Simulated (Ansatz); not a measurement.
**C3H10Si (trimethylsilane): r2SCAN0/cc-pVDZ**

Aim: the energy change on altering one bond length of C3H10Si (trimethylsilane) at r2SCAN0/cc-pVDZ, from 2 runs. 

Program for the calculation: Ansatz 0.2.0.

46 further runs of the same task are left out: 1 that didn't finish, 45 set aside as unsound or not needed.

### Step 1. The structure to begin with

C3H10Si: 14 atoms, total charge 0, spin state singlet. As SMILES, `C[SiH](C)C`. The coordinates come from a PBE0-D4/def2-TZVP relaxation.

Bond lengths: C1–Si2 1.874 Å, Si2–C3 1.874 Å, Si2–C4 1.874 Å, C1–H5 1.093 Å, C1–H6 1.093 Å, C1–H7 1.094 Å, Si2–H8 1.494 Å, C3–H9 1.094 Å, C3–H10 1.093 Å, C3–H11 1.093 Å, C4–H12 1.093 Å, C4–H13 1.094 Å, C4–H14 1.093 Å. Some angles: C1–Si2–C3 110.3°, C1–Si2–C4 110.3°, C3–Si2–C4 110.3°, C1–Si2–H8 108.6°, C3–Si2–H8 108.6°, C4–Si2–H8 108.6°, Si2–C1–H5 111.2°, Si2–C1–H6 111.1°, Si2–C1–H7 110.9°, Si2–C3–H9 110.9°.

### Step 2. A single-point energy at r2SCAN0/cc-pVDZ

Input file run.yaml:

```yaml
crystal:
  periodic: [false, false, false]
  atoms:
    - {symbol: C, position_ang: [-0.956800, 1.082600, -1.038400]}
    - {symbol: Si, position_ang: [-0.338800, -0.014600, 0.348900]}
    - {symbol: C, position_ang: [1.239400, 0.684100, 1.077800]}
    - {symbol: C, position_ang: [-0.051300, -1.756700, -0.277600]}
    - {symbol: H, position_ang: [-1.888100, 0.697200, -1.460900]}
    - {symbol: H, position_ang: [-1.145900, 2.098700, -0.683100]}
    - {symbol: H, position_ang: [-0.221600, 1.141300, -1.845900]}
    - {symbol: H, position_ang: [-1.379500, -0.059300, 1.420400]}
    - {symbol: H, position_ang: [2.029000, 0.733500, 0.322800]}
    - {symbol: H, position_ang: [1.601800, 0.063500, 1.901200]}
    - {symbol: H, position_ang: [1.081800, 1.694100, 1.464300]}
    - {symbol: H, position_ang: [-0.968800, -2.184000, -0.689800]}
    - {symbol: H, position_ang: [0.706900, -1.767300, -1.065700]}
    - {symbol: H, position_ang: [0.291900, -2.413100, 0.526000]}
basis:
  gaussian:
    orbitals: cc-pVDZ
hamiltonian:
  xc: {name: r2SCAN0}
accuracy: high
output: {orbitals: {seedname: orbitals}}
```

The run is started by

```bash
$ ansatz run run.yaml --threads 1 --pin off --max-ram 3480MiB --events-out events.jsonl --progress --plain --runs-dir runs
```

The log of the run:

```text
Warning: RAYON_NUM_THREADS=1 ignored (pool sized by the plan → 1); use --threads N
Functional definition: r2SCAN0
  name "r2SCAN0"
  parameter a = 0.25
  parameter k0 = 0.174
  parameter k1 = 0.065
  parameter a1 = 4.9479
  exchange = (1 - a)*r2scan_x(k0 = k0, k1 = k1, a1 = a1) + a*exact_x
  correlation = r2scan_c
2718 factors; integrals over basis functions are off by at most 4.0e-9 eV
mean field evaluation 1: about -11140.4784 eV, gradient 6.1e1 eV
mean field evaluation 2: about -11140.5908 eV, gradient 5.8e1 eV
mean field evaluation 4: about -11149.3437 eV, gradient 8.6e-1 eV
mean field evaluation 8: about -11149.5837 eV, gradient 6.0e-2 eV
mean field evaluation 16: about -11149.5837 eV, gradient 1.8e-6 eV
mean field -11149.58374406 eV, -409.7396451349 hartree, gradient 2.8e-8 eV, S^2 0.000000; 0 other end points of the search recorded, 0 dependent functions left out
reference -11149.58374475 eV, -409.7396451603 hartree; 21, 21 occupied and 89, 89 virtual orbitals, 2718 factors
Total energy: -11149.58374475 eV, -409.7396451603 hartree
```

Run time: 23 s. Hardware: 1 thread of Arm Neoverse V1, shared host; peak memory 0.51 GiB.

### Step 3. The distorted shape at the same level

Input file molecule.yaml:

```yaml
crystal:
  periodic: [false, false, false]
  atoms:
    - {symbol: C, position_ang: [-1.049487, 1.247157, -1.246466]}
    - {symbol: Si, position_ang: [-0.338800, -0.014600, 0.348900]}
    - {symbol: C, position_ang: [1.239400, 0.684100, 1.077800]}
    - {symbol: C, position_ang: [-0.051300, -1.756700, -0.277600]}
    - {symbol: H, position_ang: [-1.980787, 0.861757, -1.668966]}
    - {symbol: H, position_ang: [-1.238587, 2.263257, -0.891166]}
    - {symbol: H, position_ang: [-0.314287, 1.305857, -2.053966]}
    - {symbol: H, position_ang: [-1.379500, -0.059300, 1.420400]}
    - {symbol: H, position_ang: [2.029000, 0.733500, 0.322800]}
    - {symbol: H, position_ang: [1.601800, 0.063500, 1.901200]}
    - {symbol: H, position_ang: [1.081800, 1.694100, 1.464300]}
    - {symbol: H, position_ang: [-0.968800, -2.184000, -0.689800]}
    - {symbol: H, position_ang: [0.706900, -1.767300, -1.065700]}
    - {symbol: H, position_ang: [0.291900, -2.413100, 0.526000]}
basis:
  gaussian:
    orbitals: cc-pVDZ
hamiltonian:
  xc: {name: r2SCAN0}
accuracy: high
output: {orbitals: {seedname: orbitals}}
```

The run is started by

```bash
$ ansatz run molecule.yaml --threads 1 --pin off --max-ram 3480MiB --events-out events.jsonl --progress --plain --runs-dir runs
```

The log of the run, shortened:

```text
Warning: RAYON_NUM_THREADS=1 ignored (pool sized by the plan → 1); use --threads N
[... 8 set-up lines as earlier in the session ...]
2695 factors; integrals over basis functions are off by at most 4.0e-9 eV
mean field evaluation 1: about -11140.0798 eV, gradient 6.1e1 eV
mean field evaluation 2: about -11139.8033 eV, gradient 5.8e1 eV
mean field evaluation 4: about -11148.8675 eV, gradient 1.3e0 eV
mean field evaluation 8: about -11149.1100 eV, gradient 3.9e-2 eV
mean field evaluation 16: about -11149.1100 eV, gradient 7.4e-6 eV
mean field -11149.11002618 eV, -409.7222363240 hartree, gradient 3.6e-8 eV, S^2 0.000000; 0 other end points of the search recorded, 0 dependent functions left out
reference -11149.11002688 eV, -409.7222363498 hartree; 21, 21 occupied and 89, 89 virtual orbitals, 2695 factors
Total energy: -11149.11002688 eV, -409.7222363498 hartree
```

It took 23 s on 1 thread of Arm Neoverse V1, shared host; peak memory 0.51 GiB.

### Step 4. Results

At r2SCAN0/cc-pVDZ:

```
                                                          quantity          value
                                         first shape: total energy  -409.73965 Eh
                                          first shape: HOMO energy       -8.65 eV
                                          first shape: LUMO energy        2.22 eV
                                        first shape: HOMO–LUMO gap       10.86 eV
                                     distorted shape: total energy  -409.72224 Eh
                                      distorted shape: HOMO energy       -8.01 eV
                                      distorted shape: LUMO energy        1.97 eV
                                    distorted shape: HOMO–LUMO gap        9.98 eV
energy change with the C1–Si2 bond stretched from 1.874 to 2.155 Å       0.474 eV
```

What this shows: With the C1–Si2 bond stretched from 1.874 to 2.155 Å the energy rises by 0.47 eV (45.7 kJ/mol). The first shape isn't relaxed at this level, so the change isn't measured from a minimum.
